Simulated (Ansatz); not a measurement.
A first try at a scan of the energy under strain of Sc, space group I4/mmm, using the Ansatz DFT code, driven from Python.

`sc_strain.py`
```python
'''A shear strain scan of Sc.'''

import ansatz
import numpy as np
from tabulate import tabulate

SMEARING = 'fermi_dirac'
SIGMA = 0.1
XC = 'r2scan'
ECUT = 600
LEVEL = 'mp2'
KMESH = (13, 13, 13)

vectors0 = np.array([
    [-1.879, 1.879, 2.3805],
    [1.879, -1.879, 2.3805],
    [1.879, 1.879, -2.3805],
])
sites = [
    ('Sc', (0.0, 0.0, 0.0)),
]


def on_lattice(cell):
    crystal = ansatz.Crystal(lattice=ansatz.Lattice.of(cell))
    for symbol, position in sites:
        crystal = crystal.atom(symbol, position)
    return crystal


def main() -> None:
    # clamped ions: the fractional positions stay as typed
    values = np.linspace(-0.01, 0.01, 5)
    energies = []
    for d in values:
        strain = np.array([[0, d / 2, 0], [d / 2, 0, 0], [0, 0, 0]])
        cell = vectors0 @ (np.eye(3) + strain)
        model = on_lattice(cell).calculation()
        model = model.occupations(SMEARING, width=SIGMA)
        model = model.functional(XC)
        model = model.basis(ECUT)
        model = model.correlation(LEVEL)
        model = model.kpoints(*KMESH)
        model = model.stress()
        data = model.run(threads=1, pin='off').report
        energies.append(data['free_energy_ev'] / len(sites))
        s = data['stress_gpa']
        print(f'd = {d:+.4f}  stress xx yy zz xy (GPa, compression positive): {s[0][0]:8.3f} {s[1][1]:8.3f} {s[2][2]:8.3f} {s[0][1]:8.3f}')
    energies = np.array(energies)

    print(tabulate(zip(values, 1000 * (energies - energies.min())), headers=['strain', 'dE (meV/atom)'], floatfmt='.3f'))
    curvature = 2 * np.polyfit(values, energies, 3)[1]
    volume = abs(np.linalg.det(vectors0)) / len(sites)
    print(f'd2E/dd2 over the volume: {curvature / volume * 160.21766:.1f} GPa')


if __name__ == '__main__':
    main()
```

`python sc_strain.py` gives:
```text
Traceback (most recent call last):
  File "sc_strain.py", line 58, in <module>
    main()
    ~~~~^^
  File "sc_strain.py", line 45, in main
    data = model.run(threads=1, pin='off').report
           ~~~~~~~~~^^^^^^^^^^^^^^^^^^^^^^
  ...
ansatz.RefusalError: invalid value for `correlation`: it needs basis.gaussian or hamiltonian.integrals
```
(Library frames cut from the traceback.)

What is wrong, and how is it mended?

The fault: a wavefunction method is asked of a plane-wave crystal. The correction:

```diff
--- before
+++ after
@@ -10,3 +10,2 @@
 ECUT = 600
-LEVEL = 'mp2'
 KMESH = (13, 13, 13)
@@ -41,3 +40,2 @@
         model = model.basis(ECUT)
-        model = model.correlation(LEVEL)
         model = model.kpoints(*KMESH)
```

With that change:

```console
$ python sc_strain.py
d = -0.0100  stress xx yy zz xy (GPa, compression positive):   -9.970   -9.970   -9.070    0.130
d = -0.0050  stress xx yy zz xy (GPa, compression positive):   -9.970   -9.970   -9.071    0.065
d = +0.0000  stress xx yy zz xy (GPa, compression positive):   -9.970   -9.970   -9.072    0.000
d = +0.0050  stress xx yy zz xy (GPa, compression positive):   -9.970   -9.970   -9.071   -0.065
d = +0.0100  stress xx yy zz xy (GPa, compression positive):   -9.970   -9.970   -9.070   -0.130
  strain    dE (meV/atom)
--------  ---------------
  -0.010            0.085
  -0.005            0.021
   0.000            0.000
   0.005            0.021
   0.010            0.085
d2E/dd2 over the volume: 8.1 GPa
```

Notes:
- No spin polarisation was allowed.
- The curvature belongs to this strain pattern and to the cell's stress; it equals a single elastic constant only for simple patterns.
- In a metal a curvature from energy changes of a few meV or less hangs on mesh and smearing, in size and even in sign.
- At these settings the cell as given stands under about -10 GPa, so it isn't at this functional's equilibrium volume.
- This isn't the structure that Sc takes at ambient conditions.
- The ions keep their fractional positions (clamped ions).
- It ran for 78 s on 1 thread of Arm Neoverse V1, on a shared host, peak memory 0.61 GiB.
